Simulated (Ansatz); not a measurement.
# C2H4AlNSe: a ladder of functionals and wavefunction methods

Aim: compute C2H4AlNSe with functionals from several rungs and with coupled cluster. The yardstick is the atomisation energy at the CCSD(T) limit.

The runs use Ansatz 0.2.0, Gaussian basis; functionals in def2-TZVPP, the program's frozen cores in correlated methods.

Plan: PBE-D4, r2SCAN-D4, PBE0-D4, B3LYP-D4, ωB97X-V, ωB97M-V, B2PLYP; CCSD(T)/def2-TZVPP; MP2/def2-QZVPP; extrapolation to the limit.

## Step 1: Structure used throughout

The geometry comes from an earlier relaxation with PBE0-D4 in a triple-zeta def2 set; it is a stationary point, not always the lowest conformer.

9 atoms, charge 0, spin multiplicity 1.

Atoms are counted from 1 here; the program's logs count them from 0.

Bond lengths: Se1–C2 1.927 Å, Se1–H6 1.469 Å, C2–N3 1.277 Å, C2–C5 1.526 Å, N3–Al4 1.839 Å, Al4–C5 1.963 Å, Al4–H7 1.580 Å, C5–H8 1.092 Å, C5–H9 1.092 Å. Angles: C2–Se1–H6 95.6°, Se1–C2–N3 120.0°, Se1–C2–C5 121.1°, N3–C2–C5 118.9°, C2–N3–Al4 86.4°, N3–Al4–C5 78.8°, N3–Al4–H7 135.6°, C5–Al4–H7 145.6°, C2–C5–Al4 75.9°, C2–C5–H8 112.8°, C2–C5–H9 112.8°, Al4–C5–H8 121.3°, Al4–C5–H9 121.3°, H8–C5–H9 108.5°.

## Step 2: PBE-D4 (GGA)

in.yaml reads:

```yaml
crystal:
  periodic: [false, false, false]
  atoms:
    - {symbol: Se, position_ang: [-1.848085, 1.582293, -0.493209]}
    - {symbol: C, position_ang: [-0.507749, 0.197313, -0.506214]}
    - {symbol: N, position_ang: [-0.397486, -0.575856, -1.516618]}
    - {symbol: Al, position_ang: [0.974962, -1.388153, -0.600381]}
    - {symbol: C, position_ang: [0.435299, 0.001774, 0.676924]}
    - {symbol: H, position_ang: [-1.505716, 2.100798, 0.837653]}
    - {symbol: H, position_ang: [1.963563, -2.588721, -0.879835]}
    - {symbol: H, position_ang: [-0.090736, -0.250216, 1.600123]}
    - {symbol: H, position_ang: [1.064348, 0.874468, 0.864456]}
basis:
  gaussian: {orbitals: def2-TZVPP}
hamiltonian: {xc: pbe, dispersion: d4}
output: {forces: true, orbitals: {seedname: orbitals}}
```

On the command line:

```
$ ansatz run in.yaml --threads 4 --pin off --events-out ev --progress --plain --max-ram 10444MiB
```

The runs that follow: r2SCAN-D4 (meta-GGA); PBE0-D4 (hybrid); B3LYP-D4 (hybrid); ωB97X-V (range-separated); ωB97M-V (range-separated); B2PLYP (double hybrid); CCSD(T) in def2-TZVPP; MP2 in def2-QZVPP.

**Question.** What will the summary of the whole plan be? Wanted: atomisation energy, CCSD(T)/CBS; farthest; mean size of error, hybrid; mean size of error, range-separated; gap, smallest and largest; T1 diagnostic; triples share of the correlation energy.

As calculated:

| quantity | value |
| --- | --- |
| atomisation energy, CCSD(T)/CBS | 3186.3 kJ/mol |
| functionals within 31.9 kJ/mol (1.0 %) | r2SCAN-D4, PBE0-D4, B3LYP-D4, ωB97X-V, ωB97M-V |
| farthest | PBE-D4 (+116.7 kJ/mol) |
| mean size of error, hybrid | 14.2 kJ/mol |
| mean size of error, range-separated | 13.0 kJ/mol |
| gap, smallest and largest | 3.28 eV (PBE-D4), 9.50 eV (ωB97X-V) |
| T1 diagnostic | 0.0126 |
| triples share of the correlation energy | 4.5 % |

**Reading.** PBE-D4 is off by +116.7 kJ/mol. Double hybrids carry the basis error of their MP2 part in triple zeta, and no dispersion term here, so their miss is partly the set-up's. Misses under about 31.9 kJ/mol are within the doubt on the reference itself, which lacks core-valence correlation, relativity and higher excitations, and its outer-core shells are covered unevenly. All levels share the lack of spin-orbit coupling, which lowers the free heavy atoms and so the true binding. Hartree-Fock recovers 67 % of the binding; the rest is correlation. The gap grows from 3.3 to 9.5 eV across the functionals, mostly with the share of exact exchange. Correlated methods include outer-core shells of Se, which these sets cover unevenly.
